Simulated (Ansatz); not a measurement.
Crystal: HPbNO4.

```
H Pb N O
1.0
     4.19923    0.11117    0.16817
     1.91600    3.89132    0.12568
     1.76085    1.25259    6.37266
H Pb N O
1 1 1 4
Cartesian
  6.1559 3.5396 4.2374
  3.9410 4.7367 5.7714
  2.1622 1.5295 2.0021
  6.1170 3.6060 5.2180
  2.2525 1.0554 0.8130
  2.1821 0.7481 2.9790
  2.0545 2.7723 2.1460
```

The cell was built by a generator and needn't be a form met in nature.

```yaml
Program: Ansatz 0.2.0
Task: relaxation of cell and atoms
Functional: BLYP
Potentials_or_basis: Ansatz PAW
Cutoff: "420 eV (not typed: the program's choice for these potentials)"
k_mesh: 5 × 5 × 3
Occupations: fermi-dirac, width 0.05 eV
Spin: no spin polarisation
```

At the start: volume 14.48 Å³/atom.

Where does the relaxation end?

It ends after 16 steps and the volume is 15.09 Å³/atom (+4.2 %); space group P1 (No. 1, to 0.05 Å).

Step by step:
```
step  energy change (eV)  largest force (eV/Å)  volume (Å³)
   1              0.0000                0.3276       101.39
   2             -0.0027                0.0959       104.59
   3             -0.0030                0.0382       104.60
   4             -0.0031                0.0192       104.59
   5             -0.0031                0.0144       104.63
   6             -0.0030                0.0086       104.64
   7             -0.0206                0.0083       104.64
   8             -0.0172                0.0320       105.48
   9             -0.0170                0.0536       105.51
  10             -0.0172                0.0135       105.49
  11             -0.0172                0.0063       105.50
  12             -0.0214                0.0064       105.50
  13             -0.0209                0.0261       105.60
  14             -0.0208                0.0119       105.62
  15             -0.0208                0.0063       105.62
  16             -0.0215                0.0062       105.62
```

Final structure:
```
CELL_PARAMETERS angstrom
4.25672 0.13897 0.17541
1.96596 3.97047 0.12953
1.80061 1.28517 6.44150
ATOMIC_POSITIONS crystal
H 0.89127 0.68364 0.63106
Pb 0.14532 0.92666 0.88355
N 0.25660 0.28802 0.30074
O 0.83048 0.65294 0.78519
O 0.38355 0.22534 0.11237
O 0.30671 0.03725 0.45625
O 0.08481 0.60196 0.32234
```

Caveat: the plane-wave basis is chosen anew once the cell has moved, so the energies of steps on either side of that aren't comparable; the pressure holds a Pulay correction of +0.7 GPa for the finite cutoff; the PAW data sets come from PBE, with cores solved anew for the run's functional, which leaves a small shift of forces and pressure.
